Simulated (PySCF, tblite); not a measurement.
# C2H7BO2P radical: geometry, infrared bands and EPR parameters

What infrared bands and EPR parameters should C2H7BO2P radical (`CCOB([O])P`) show?

Computed with tblite 0.8.0 and PySCF 2.14.0, with density-fitted response routines of our own, on a single molecule in the gas phase. Atoms count from 0, in the outputs and in this text.

## Step 1: Starting geometry

13 atoms, charge 0, multiplicity 2; geometry from: force field or distance geometry start.

Bonds of the start (Å): C0–C1 1.51, C1–O2 1.42, O2–B3 1.47, B3–O4 1.44, B3–P5 1.93, C0–H6 1.10, C0–H7 1.11, C0–H8 1.11, C1–H9 1.13, C1–H10 1.11, P5–H11 1.45, P5–H12 1.46.

## Step 2: Geometry optimisation with GFN2-xTB

What the job is given:

```
{"job": {"kind": "relax", "xc": "GFN2-xTB", "basis": "xTB"}, "charge": 0, "multiplicity": 2}
C     -1.987400    -0.623700     0.005300
C     -0.717700     0.200800    -0.017800
O      0.237100    -0.444100    -0.839700
B      1.470200     0.357200    -0.854300
O      1.668800     1.390300    -1.841400
P      2.880500    -0.063500     0.399200
H     -1.791800    -1.638200     0.390800
H     -2.403200    -0.693000    -1.017600
H     -2.742200    -0.133100     0.661600
H     -0.345100     0.264400     1.046400
H     -0.963900     1.214900    -0.387500
H      2.632500     1.112400     1.215700
H      2.057800    -0.943800     1.221500
```

Command:

```sh
$ OMP_NUM_THREADS=1 python probes_run.py task.json out
```

One launch serves the whole session: the jobs run in the order shown.

**Question.** This job is followed by: GFN2-xTB harmonic vibrations, gas phase; UKS B3LYP, pcH-1 on B C H O P, non-relativistic, mean-field spin-orbit, GIAO. What will the session give for the following? strongest single infrared mode (GFN2-xTB); zero-point energy (GFN2-xTB); g(iso) (B3LYP); ⟨S²⟩; largest a(iso); potential on the surface of density 0.002 e/bohr³, 1st and 99th percentile.

The runs gave:

```
                                                                  quantity                  value
                                 strongest single infrared mode (GFN2-xTB)  2117 cm⁻¹, 833 km/mol
                                              zero-point energy (GFN2-xTB)          57.2 kcal/mol
                                                            g(iso) (B3LYP)                2.00752
                                                                      ⟨S²⟩     0.753 (exact 0.75)
                                                            largest a(iso)   31P on P5, 169.1 MHz
potential on the surface of density 0.002 e/bohr³, 1st and 99th percentile     -1.89 V and 1.53 V
```

**Reading.** Relaxing lowered the energy by 2.141 eV in 200 steps; the close pair that moved most is B3–P5, from 1.933 to 3.480 Å. The frame itself reshapes: B3···P5 goes from 1.93 to 3.48 Å. All 33 modes are real, so the xTB geometry is a minimum. The strongest single mode, at 2117 cm⁻¹, moves mainly B3. Unscaled tight-binding wavenumbers are off by several per cent, some by more. Its intensities can rank the bands wrongly. The structure rearranged or came apart on optimisation; the results belong to the end geometry, not to the formula as drawn. Most of the unpaired spin sits on P5 (1.03 e). The isotropic g lies 5.2 ppt above the free-electron value. These values are for one conformer; the search (at its own cheap level) found 2 more, at 0.34, 0.79 kcal/mol, and measured spectra average over such forms.
